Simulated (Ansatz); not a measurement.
# Zn4SeO3: the cost of one run

Method: DFT PBE, scalar-relativistic, plane waves, PAW, unless a step names another level, in Ansatz 0.2.0.

13 further runs of the same task are left out: 13 set aside as unsound or not needed. Runs told in other sessions of the task aren't counted.

### 1 Plan

Pauling electronegativities: Zn 1.65, Se 2.55, O 3.44 (spread 1.79). The formula balances with common oxidation states: Zn +2, O -2, Se -2. Tabulated atomic sizes suggest about 14 Å³/atom. 29 candidates were drawn, by swapping species into database cells of other compounds, at random by space group and Wyckoff sites, or by hand, as the table says:

| name | made from | space group no. | Wyckoff sites | atoms (primitive cell) | V (Å³/atom) |
| --- | --- | --- | --- | --- | --- |
| c01 | random | 123 | Zn 4o; Se 1b; O 2e, 1d | 8 | 15.9 |
| c02 | built by hand: Lazarevicite-type ordered zincblende (anti-Cu3AsS4) | 215 | Zn 4e; Se 1a; O 3c | 8 | 13.7 |
| c03 | random | 221 | Zn 3c, 1b; Se 1a; O 3d | 8 | 17.4 |
| c04 | database cell of Li3SbS4 | 215 | Zn 4e; Se 1a; O 3d | 8 | 19.0 |
| c05 | random | 166 | Zn 3a, 9d; Se 3b; O 9e | 8 | 15.7 |
| c06 | random | 191 | Zn 3f, 1a; Se 1b; O 3g | 8 | 17.3 |
| c07 | database cell of Mn4BiSb3 | 25 | Zn 2g, 2h; Se 1c; O 1a, 1b, 1d | 8 | 14.0 |
| c08 | random | 187 | Zn 3k, 1f; Se 1b; O 1e, 2g | 8 | 14.6 |
| c09 | database cell of InGa3N4 | 156 | Zn 1c, 1c, 1a, 1a; Se 1a; O 1c, 1c, 1a | 8 | 11.9 |
| c10 | random | 123 | Zn 2e, 1c, 1b; Se 1a; O 1d, 2g | 8 | 16.4 |
| c11 | random | 229 | Zn 8c; Se 2a; O 6b | 8 | 13.6 |
| c12 | built by hand: 2x2x1 hexagonal ordered wurtzite | 186 | Zn 2b, 6c; Se 2b; O 6c | 16 | 13.6 |
| c13 | random | 221 | Zn 1b, 3d; Se 1a; O 3c | 8 | 14.7 |
| c14 | database cell of SrCa3Si4 | 25 | Zn 1b, 1a, 1c, 1d; Se 1b; O 1a, 1c, 1d | 8 | 17.3 |
| c15 | database cell of Fe4Te3S | 99 | Zn 2c, 2c; Se 1b; O 1b, 1a, 1a | 8 | 14.4 |
| c16 | random | 191 | Zn 3f, 1b; Se 1a; O 3g | 8 | 17.1 |
| c17 | database cell of Sr4GaSi3 | 25 | Zn 1a, 1b, 1d, 1c; Se 1a; O 1b, 1d, 1c | 8 | 17.6 |
| c18 | database cell of Ga4BiAs3 | 215 | Zn 4e; Se 1a; O 3c | 8 | 16.9 |
| c19 | random | 191 | Zn 4h; Se 1a; O 3f | 8 | 14.0 |
| c20 | random | 166 | Zn 6c, 6c; Se 3a; O 3b, 6c | 8 | 15.3 |
| c21 | database cell of CaPb3Se4 | 65 | Zn 4i, 4h; Se 2b; O 4f, 2a | 8 | 14.3 |
| c22 | database cell of SnTe4Pb3 | 123 | Zn 2g, 1c, 1d; Se 1a; O 2h, 1b | 8 | 15.1 |
| c23 | database cell of Y4SiS3 | 139 | Zn 4e, 4c; Se 2a; O 2b, 4d | 8 | 14.0 |
| c24 | random | 139 | Zn 8f; Se 2a; O 4e, 2b | 8 | 13.9 |
| c25 | built by hand: Famatinite-type ordered zincblende (anti-Cu3SbS4) | 121 | Zn 8i; Se 2a; O 2b, 4d | 8 | 13.6 |
| c26 | random | 139 | Zn 8j; Se 2a; O 4d, 2b | 8 | 16.7 |
| c27 | database cell of Fe4Te3Se | 99 | Zn 2c, 2c; Se 1a; O 1a, 1b, 1b | 8 | 13.8 |
| c28 | random | 139 | Zn 8h; Se 2a; O 2b, 4d | 8 | 15.8 |
| c29 | built by hand: 4H polytype ZnSe/ZnO layered superlattice | 156 | Zn 1b, 1a, 1c, 1b; Se 1a; O 1b, 1c, 1b | 8 | 13.6 |

### 2 Screening run of c10

The input, input.yaml:

```yaml
crystal:
  lattice:
    - [4.00945244, 0.0, 0.0]
    - [0.0, 4.00945244, 0.0]
    - [0.0, 0.0, 8.14738987]
  atoms:
    - { symbol: Zn, position: [0.5, 0.0, 0.5] }
    - { symbol: Zn, position: [0.0, 0.5, 0.5] }
    - { symbol: Zn, position: [0.5, 0.5, 0.0] }
    - { symbol: Zn, position: [0.0, 0.0, 0.5] }
    - { symbol: Se, position: [0.0, 0.0, 0.0] }
    - { symbol: O, position: [0.5, 0.5, 0.5] }
    - { symbol: O, position: [0.0, 0.0, 0.67164194] }
    - { symbol: O, position: [0.0, 0.0, 0.32835806] }
basis:
  ecutwfc: 420
kpoints:
  mp_grid: { grid: [3, 3, 2] }
hamiltonian:
  xc: pbe
scf:
  occupations: { method: gaussian, width: 0.15 }
  lower_state_search: "off"
output:
  forces: true
  stress: true
  eigenvalues: true
relax:
  adjacent_minimum: "off"
  f_tol: 0.08
  max_steps: 16
  cell: { stress_tol: 0.8 }
```

Command:

```console
$ ansatz run input.yaml --threads 1 --pin off --max-ram 2560MiB --backend cpu --events-out ev --progress --plain --runs-dir out
```

What time and memory should one allow on 1 thread of Intel Xeon at 2.50GHz (Skylake/Cascade Lake), shared host?

About 95 s, with a peak of 0.46 GiB.
